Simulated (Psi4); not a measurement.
# MP2/cc-pV(Q+d)Z (density fitting, density fitting for correlation, sweep point 6) run of GaCl (SMILES [Cl][Ga])

What is the vertical ionisation energy of GaCl at MP2/cc-pV(Q+d)Z (density fitting, density fitting for correlation, sweep point 6)? 

Program for the calculation: Psi4 1.11.

4 further runs of the same task are left out: 4 for a known fault of the program.

## Step 1: The system as given

The species is GaCl (2 atoms), meant as a singlet with charge 0. SMILES: `[Cl][Ga]`. Geometry: a GFN2-xTB relaxation, a rough one for these elements and not checked as a minimum.

Bond lengths: Cl1–Ga2 2.169 Å.

## Step 2: The energy at MP2/cc-pV(Q+d)Z (density fitting, density fitting for correlation, sweep point 6)

Input file job.py:

```python
import psi4

psi4.set_memory(1600000000)
psi4.set_num_threads(1)
psi4.core.set_output_file('run.log', False)

geom = psi4.geometry("""
Cl     0.000000     0.000000     0.000000
Ga     0.000000     0.000000     2.168600
symmetry c1
""")

psi4.set_options(dict(basis='cc-pV(Q+d)Z', reference='rhf', puream=True, scf_type='df', num_frozen_docc=14))

e = psi4.energy("mp2")
print(f'total energy {e:.8f} hartree = {e * 27.211386:.5f} eV')
```

Started as:

```
python job.py
```

run.log:

```text
[...]
  Running in c1 symmetry.
[...]
  Nuclear repulsion =  128.597431533288756
[...]
  Multiplicity = 1
[...]
  Nalpha       = 24
  Nbeta        = 24
[...]
    Number of basis functions: 132
[...]
   @DF-RHF iter   1: -2381.55708822456018   -3.32803e+00   1.79300e-02 ADIIS/DIIS
[...]
   @DF-RHF iter  11: -2382.88543567243869   -5.22959e-11   7.04463e-09 DIIS
[...]
    Orbital Energies [Eh]
    ---------------------
    Doubly Occupied:
       1A   -378.835637     2A   -104.802868     3A    -48.185588
       4A    -42.511743     5A    -42.511743     6A    -42.510473
       7A    -10.530321     8A     -7.996730     9A     -7.995970
      10A     -7.995970    11A     -6.414013    12A     -4.503544
      13A     -4.503544    14A     -4.499689    15A     -1.218556
      16A     -1.216695    17A     -1.216695    18A     -1.212243
      19A     -1.212243    20A     -1.053484    21A     -0.548479
      22A     -0.451687    23A     -0.451687    24A     -0.347738
[...]
  @DF-RHF Final Energy: -2382.88543567243869
   => Energetics <=
    Nuclear Repulsion Energy =            128.5974315332887556
    One-Electron Energy =               -3577.5110586348328070
    Two-Electron Energy =                1066.0281914291053909
    Total Energy =                      -2382.8854356724386889
[...]
 Multipole Moments:
 ------------------------------------------------------------------------------------
     Multipole            Electronic (a.u.)      Nuclear  (a.u.)        Total (a.u.)
 ------------------------------------------------------------------------------------
 L = 1.  Multiply by 2.5417464519 to convert [e a0] to [Debye]
 Dipole X            :          0.0000000            0.0000000            0.0000000
 Dipole Y            :         -0.0000000            0.0000000           -0.0000000
 Dipole Z            :          4.2543065           -3.4592921            0.7950144
 Magnitude           :                                                    0.7950144
[...]
```

The script printed:

```text
total energy -2383.29107171 hartree = -64852.65330 eV
```

It took 6.9 s on 1 thread of Intel Xeon 6975P-C (Granite Rapids), shared host; peak memory 0.65 GiB.

## Step 3: The doublet cation, same level

Input file job.py:

```python
import psi4

psi4.set_memory(1600000000)
psi4.set_num_threads(1)
psi4.set_output_file('run.log', False)

mol = psi4.geometry("""
1 2
Cl     0.000000     0.000000     0.000000
Ga     0.000000     0.000000     2.168600
units angstrom
symmetry c1
""")

options = {'reference': 'uhf', 'puream': True, 'scf_type': 'df', 'num_frozen_docc': 14, 'maxiter': 150}
psi4.set_options(options)

E, wfn = psi4.energy("mp2/cc-pV(Q+d)Z", return_wfn=True)
print(f'mp2/cc-pV(Q+d)Z energy: {E:.10f} Eh')
for k, v in sorted(psi4.core.scalar_variables().items()):
    print(f'{k:45s} {v:18.10f}')
```

Started as:

```
python job.py
```

run.log:

```text
[...]
  Running in c1 symmetry.
[...]
  Nuclear repulsion =  128.597431533288756
[...]
  Multiplicity = 2
[...]
  Nalpha       = 24
  Nbeta        = 23
[...]
    Number of basis functions: 132
[...]
   @DF-UHF iter   1: -2381.34752353687327   -3.11847e+00   1.74663e-02 DIIS/ADIIS
[...]
   @DF-UHF iter  14: -2382.56435879903165   -1.00044e-11   4.79065e-09 DIIS
[...]
   @S^2 Observed:                7.735243398E-01
[...]
    Orbital Energies [Eh]
    ---------------------
    Alpha Occupied:
       1A   -379.154496     2A   -105.069597     3A    -48.501640
       4A    -42.827853     5A    -42.827853     6A    -42.826498
       7A    -10.792945     8A     -8.266523     9A     -8.256747
      10A     -8.256747    11A     -6.732853    12A     -4.821680
      13A     -4.821680    14A     -4.817917    15A     -1.534838
      16A     -1.534838    17A     -1.533502    18A     -1.529373
      19A     -1.529373    20A     -1.312881    21A     -0.820758
      22A     -0.690073    23A     -0.690073    24A     -0.665085
    Alpha Virtual:
      25A     -0.205098    26A     -0.205098    27A     -0.109353
[...]
  @DF-UHF Final Energy: -2382.56435879903165
   => Energetics <=
    Nuclear Repulsion Energy =            128.5974315332887556
    One-Electron Energy =               -3563.5516799970155262
    Two-Electron Energy =                1052.3898896646953744
    Total Energy =                      -2382.5643587990316519
  UHF NO Occupations:
  HONO-2 :   22  A 1.9994977
  HONO-1 :   23  A 1.9892135
[...]
 Multipole Moments:
 ------------------------------------------------------------------------------------
     Multipole            Electronic (a.u.)      Nuclear  (a.u.)        Total (a.u.)
 ------------------------------------------------------------------------------------
 L = 1.  Multiply by 2.5417464519 to convert [e a0] to [Debye]
 Dipole X            :         -0.0000000            0.0000000           -0.0000000
 Dipole Y            :          0.0000000            0.0000000            0.0000000
 Dipole Z            :          5.0126979           -3.4592921            1.5534058
 Magnitude           :                                                    1.5534058
[...]
```

Standard output:

```text
mp2/cc-pV(Q+d)Z energy: -2382.9317098196 Eh
CURRENT CORRELATION ENERGY                         -0.3673510206
CURRENT ENERGY                                  -2382.9317098196
CURRENT REFERENCE ENERGY                        -2382.5643587990
CUSTOM SCS-MP2 CORRELATION ENERGY                  -0.3507162069
CUSTOM SCS-MP2 TOTAL ENERGY                     -2382.9150750059
DD SOLVATION ENERGY                                 0.0000000000
HF KINETIC ENERGY                                2382.5163539026
HF POTENTIAL ENERGY                             -4765.0807127016
HF TOTAL ENERGY                                 -2382.5643587990
HF VIRIAL RATIO                                     2.0000201488
MP2 CORRELATION ENERGY                             -0.3673510206
MP2 DOUBLES ENERGY                                 -0.3673510206
MP2 OPPOSITE-SPIN CORRELATION ENERGY               -0.2633836923
MP2 SAME-SPIN CORRELATION ENERGY                   -0.1039673283
MP2 SINGLES ENERGY                                 -0.0000000000
MP2 TOTAL ENERGY                                -2382.9317098196
NUCLEAR REPULSION ENERGY                          128.5974315333
ONE-ELECTRON ENERGY                             -3563.5516799970
PCM POLARIZATION ENERGY                             0.0000000000
PE ENERGY                                           0.0000000000
SCF ITERATION ENERGY                            -2382.5643587990
SCF ITERATIONS                                     14.0000000000
SCF TOTAL ENERGY                                -2382.5643587990
SCS-MP2 CORRELATION ENERGY                         -0.3507162069
SCS-MP2 TOTAL ENERGY                            -2382.9150750059
TWO-ELECTRON ENERGY                              1052.3898896647
```

Wall time 6.3 s (1 thread of Intel Xeon 6975P-C (Granite Rapids), shared host); peak memory 0.65 GiB.

## Step 4: Summary of results

At MP2/cc-pV(Q+d)Z (density fitting, density fitting for correlation, sweep point 6), 14 core orbitals frozen:

| quantity | value |
| --- | --- |
| singlet GaCl: total energy | -2383.29107 Eh |
| singlet GaCl: HOMO energy (Hartree–Fock orbitals) | -9.46 eV |
| singlet GaCl: LUMO energy (Hartree–Fock orbitals) | 0.75 eV |
| singlet GaCl: HOMO–LUMO gap (Hartree–Fock orbitals) | 10.22 eV |
| singlet GaCl: correlation energy (14 core orbitals frozen) | -405.6 mEh |
| doublet cation: total energy | -2382.93171 Eh |
| doublet cation: HOMO energy (Hartree–Fock orbitals) (highest over α and β) | -18.10 eV |
| doublet cation: LUMO energy (Hartree–Fock orbitals) (lowest over α and β) | -8.08 eV |
| doublet cation: correlation energy (14 core orbitals frozen) | -367.4 mEh |
| doublet cation: ⟨S²⟩ of the reference determinant | 0.774 |
| vertical ionisation energy (to the doublet cation) | 9.779 eV |

The vertical ionisation energy comes to 9.78 eV (226 kcal/mol).
